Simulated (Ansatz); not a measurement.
## Be2Si under changes of volume

One of the cells (12.266 Å³/atom); the others are scaled copies at fixed shape and fractional positions:

```
Si Be
1.0
     0.00000    2.64000    2.64000
     2.64000    0.00000    2.64000
     2.64000    2.64000    0.00000
Si Be
1 2
Direct
  0.00000 0.00000 0.00000
  0.25000 0.25000 0.25000
  0.75000 0.75000 0.75000
```

The cell comes from a database or a generator and needn't be the stable form of this composition.

| Item | Value |
| --- | --- |
| Program | Ansatz 0.2.0 |
| Functional | PBE |
| Potentials or basis | Ansatz PAW |
| Cutoff | 420 eV (not typed: the program's choice for these potentials) |
| k mesh | 9 × 9 × 9 |
| Occupations | fermi-dirac, width 0.05 eV |
| Spin | no spin polarisation |

```csv
volume (Å³/atom),energy over the lowest point (meV/atom),pressure (GPa)
11.531,15.93,7.1
11.776,7.04,4.6
12.021,?,?
12.266,0.00,0.2
12.512,1.23,-1.7
12.757,5.27,-3.5
13.002,11.86,-5.1
```

Task: What does the run at 12.021 Å³/atom give?

Result: Energy over the lowest point 1.84 meV/atom; pressure 2.3 GPa.

Worked out: A Birch-Murnaghan fit of order 3 (a polynomial in V^(-2/3)) to the other rows has its minimum at 12.29 Å³/atom with B0 = V·E''(V) = 100 GPa and B' = 3.6. It gives 1.84 meV/atom at 12.021 Å³/atom, against the run's 1.84, and -dE/dV = 2.3 GPa, against 2.3.

Energies are extrapolated to zero smearing.
